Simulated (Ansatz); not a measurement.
## Molecular dynamics of MnCuAg$_{2}$O$_{4}$

Input:

```yaml
accuracy: low
crystal:
  lattice:
    - [-5.384527, -3.132012, 0.0]
    - [5.384527, -3.132012, 0.0]
    - [-1.825166, 0.0, 6.371804]
  atoms:
    - { symbol: Mn, position: [0.27612475, 0.26189671, 0.49508633], spin: 3.5 }
    - { symbol: Cu, position: [0.22090051, 0.72653299, 0.4946603] }
    - { symbol: Ag, position: [0.49043215, 0.45569092, -0.017688] }
    - { symbol: Ag, position: [0.0387796, 0.54626257, 0.01543472] }
    - { symbol: O, position: [0.09103378, 0.44495209, 0.67646152] }
    - { symbol: O, position: [0.02450504, 0.95205462, 0.65721362] }
    - { symbol: O, position: [0.9455522, 0.58387831, 0.34200623] }
    - { symbol: O, position: [0.43809192, 0.55030365, 0.36431774] }
    - { symbol: Mn, position: [0.76677635, 0.76726699, 0.48224981], spin: 3.5 }
    - { symbol: Cu, position: [0.82331986, 0.28516421, 0.52247286] }
    - { symbol: Ag, position: [-0.02168063, 0.00237679, -0.00697625] }
    - { symbol: Ag, position: [0.49914464, -0.02978457, -0.01362229] }
    - { symbol: O, position: [0.54570032, 0.9201307, 0.60344468] }
    - { symbol: O, position: [0.57088606, 0.44224519, 0.65092884] }
    - { symbol: O, position: [0.42232125, 0.06878408, 0.34177089] }
    - { symbol: O, position: [0.97673869, 0.07451443, 0.3340665] }
magnetization:
  spin_polarized: true
basis:
  ecutwfc: 420.0
kpoints:
  mp_grid: { grid: [2, 2, 2] }
hamiltonian:
  xc: lda
scf:
  occupations: { method: fermi_dirac, width: 0.05 }
  lower_state_search: "off"
md:
  timestep: 1
  n_steps: 170
  ensemble: nve
  temperature: 1440.0
  initial_velocities: maxwell_boltzmann
  seed: 878862
```

Launched with:

```bash
$ ansatz run input.yaml --threads 2 --pin off --max-ram 5120MiB --backend cpu --events-out ev --progress --plain --runs-dir out
```

It goes on from the last frame of an earlier run, with new velocities.

Output, in part (step lines):

```
md step     0: t =     0.00 fs  T =  1440.0 K  F+E_penalty+E_count = -55057.18320684 eV  E_kin = 2.792016 eV  conserved = -55054.39119086 eV  (33 SCF iters)
md step     1: t =     1.00 fs  T =  1444.0 K  F+E_penalty+E_count = -55057.19100976 eV  E_kin = 2.799838 eV  conserved = -55054.39117139 eV  (16 SCF iters)
md step     2: t =     2.00 fs  T =  1444.0 K  F+E_penalty+E_count = -55057.19085029 eV  E_kin = 2.799711 eV  conserved = -55054.39113893 eV  (16 SCF iters)
md step     3: t =     3.00 fs  T =  1440.1 K  F+E_penalty+E_count = -55057.18325569 eV  E_kin = 2.792161 eV  conserved = -55054.39109476 eV  (16 SCF iters)
md step     4: t =     4.00 fs  T =  1432.7 K  F+E_penalty+E_count = -55057.16895171 eV  E_kin = 2.777912 eV  conserved = -55054.39103974 eV  (16 SCF iters)
md step     5: t =     5.00 fs  T =  1422.4 K  F+E_penalty+E_count = -55057.14883328 eV  E_kin = 2.757857 eV  conserved = -55054.39097602 eV  (17 SCF iters)
md step     6: t =     6.00 fs  T =  1409.6 K  F+E_penalty+E_count = -55057.12392066 eV  E_kin = 2.733012 eV  conserved = -55054.39090870 eV  (17 SCF iters)
md step     7: t =     7.00 fs  T =  1394.8 K  F+E_penalty+E_count = -55057.09530320 eV  E_kin = 2.704462 eV  conserved = -55054.39084143 eV  (17 SCF iters)
[... lines left out ...]
md step   170: t =   170.00 fs  T =   997.2 K  F+E_penalty+E_count = -55056.32439406 eV  E_kin = 1.933382 eV  conserved = -55054.39101241 eV  (15 SCF iters)
```

The steps, from the saved trajectory:

```json
{"time (fs)": "0", "T (K)": "1440", "potential energy less start (eV)": "0.000", "conserved less start (meV/atom)": "0.00"}
{"time (fs)": "5", "T (K)": "1422", "potential energy less start (eV)": "0.034", "conserved less start (meV/atom)": "0.01"}
{"time (fs)": "10", "T (K)": "1345", "potential energy less start (eV)": "0.185", "conserved less start (meV/atom)": "0.03"}
{"time (fs)": "15", "T (K)": "1264", "potential energy less start (eV)": "0.342", "conserved less start (meV/atom)": "0.03"}
{"time (fs)": "20", "T (K)": "1197", "potential energy less start (eV)": "0.471", "conserved less start (meV/atom)": "0.02"}
{"time (fs)": "25", "T (K)": "1125", "potential energy less start (eV)": "0.611", "conserved less start (meV/atom)": "0.02"}
{"time (fs)": "30", "T (K)": "1047", "potential energy less start (eV)": "0.762", "conserved less start (meV/atom)": "0.04"}
{"time (fs)": "35", "T (K)": "1018", "potential energy less start (eV)": "0.818", "conserved less start (meV/atom)": "0.04"}
{"time (fs)": "40", "T (K)": "1044", "potential energy less start (eV)": "0.768", "conserved less start (meV/atom)": "0.02"}
{"time (fs)": "45", "T (K)": "1075", "potential energy less start (eV)": "0.708", "conserved less start (meV/atom)": "0.01"}
{"time (fs)": "50", "T (K)": "1061", "potential energy less start (eV)": "0.734", "conserved less start (meV/atom)": "0.00"}
{"time (fs)": "55", "T (K)": "984", "potential energy less start (eV)": "0.884", "conserved less start (meV/atom)": "0.03"}
{"time (fs)": "60", "T (K)": "933", "potential energy less start (eV)": "0.984", "conserved less start (meV/atom)": "0.05"}
{"time (fs)": "65", "T (K)": "949", "potential energy less start (eV)": "0.952", "conserved less start (meV/atom)": "0.01"}
{"time (fs)": "70", "T (K)": "933", "potential energy less start (eV)": "0.983", "conserved less start (meV/atom)": "-0.01"}
{"time (fs)": "75", "T (K)": "834", "potential energy less start (eV)": "1.175", "conserved less start (meV/atom)": "0.02"}
{"time (fs)": "80", "T (K)": "728", "potential energy less start (eV)": "1.381", "conserved less start (meV/atom)": "0.05"}
{"time (fs)": "85", "T (K)": "706", "potential energy less start (eV)": "1.424", "conserved less start (meV/atom)": "0.06"}
{"time (fs)": "90", "T (K)": "787", "potential energy less start (eV)": "1.268", "conserved less start (meV/atom)": "0.03"}
{"time (fs)": "95", "T (K)": "911", "potential energy less start (eV)": "1.026", "conserved less start (meV/atom)": "0.01"}
{"time (fs)": "100", "T (K)": "1008", "potential energy less start (eV)": "0.838", "conserved less start (meV/atom)": "-0.01"}
{"time (fs)": "105", "T (K)": "1037", "potential energy less start (eV)": "0.781", "conserved less start (meV/atom)": "0.00"}
{"time (fs)": "110", "T (K)": "1010", "potential energy less start (eV)": "0.833", "conserved less start (meV/atom)": "0.02"}
{"time (fs)": "115", "T (K)": "984", "potential energy less start (eV)": "0.886", "conserved less start (meV/atom)": "0.03"}
{"time (fs)": "120", "T (K)": "1010", "potential energy less start (eV)": "0.834", "conserved less start (meV/atom)": "0.04"}
{"time (fs)": "125", "T (K)": "1110", "potential energy less start (eV)": "0.640", "conserved less start (meV/atom)": "0.03"}
{"time (fs)": "130", "T (K)": "1264", "potential energy less start (eV)": "0.341", "conserved less start (meV/atom)": "0.03"}
{"time (fs)": "135", "T (K)": "1456", "potential energy less start (eV)": "-0.032", "conserved less start (meV/atom)": "0.00"}
{"time (fs)": "140", "T (K)": "1593", "potential energy less start (eV)": "-0.297", "conserved less start (meV/atom)": "-0.04"}
{"time (fs)": "145", "T (K)": "1550", "potential energy less start (eV)": "-0.215", "conserved less start (meV/atom)": "-0.03"}
{"time (fs)": "150", "T (K)": "1341", "potential energy less start (eV)": "0.193", "conserved less start (meV/atom)": "0.01"}
{"time (fs)": "155", "T (K)": "1091", "potential energy less start (eV)": "0.678", "conserved less start (meV/atom)": "0.04"}
{"time (fs)": "160", "T (K)": "922", "potential energy less start (eV)": "1.006", "conserved less start (meV/atom)": "0.06"}
{"time (fs)": "165", "T (K)": "901", "potential energy less start (eV)": "1.045", "conserved less start (meV/atom)": "0.05"}
{"time (fs)": "170", "T (K)": "997", "potential energy less start (eV)": "0.859", "conserved less start (meV/atom)": "0.01"}
```

The run went to its last step. The conserved energy stayed within 0.062 meV per atom of its start (net change 0.011 meV per atom), so the integration is sound. A run of 0.17 ps of so small a system gives no equilibrium averages. No Hubbard correction was used and the magnetic state wasn't searched. Limits of this set-up: coarse k mesh, low accuracy level.

Mean squared displacements from the first frame to the last, about the centre of mass: Mn 0.07 Å², Cu 0.12 Å², Ag 0.04 Å², O 0.10 Å².

Last frame:

```xyz
16
Lattice="-5.3845 -3.1320 0.0000 5.3845 -3.1320 0.0000 -1.8252 0.0000 6.3718" Properties=species:S:1:pos:R:3
Mn -1.232 -1.751 3.345
Cu 1.700 -2.852 3.033
Ag -0.114 -2.842 -0.016
Ag 2.656 -2.005 -0.019
O 0.567 -1.764 4.124
O 3.840 -3.351 4.116
O -2.785 -4.810 1.962
O -0.391 -3.123 2.165
Mn -0.807 -4.640 3.146
Cu -3.688 -3.108 3.108
Ag 0.161 -0.020 -0.039
Ag -2.634 -1.588 0.042
O 0.613 -4.545 4.029
O -1.850 -3.328 4.185
O -2.835 -1.723 2.379
O -5.191 -3.131 2.017
```

The run took 29 min on 2 threads of Intel(R) Xeon(R) Platinum 8488C (Sapphire Rapids) (shared host), peak memory 0.9 GiB.
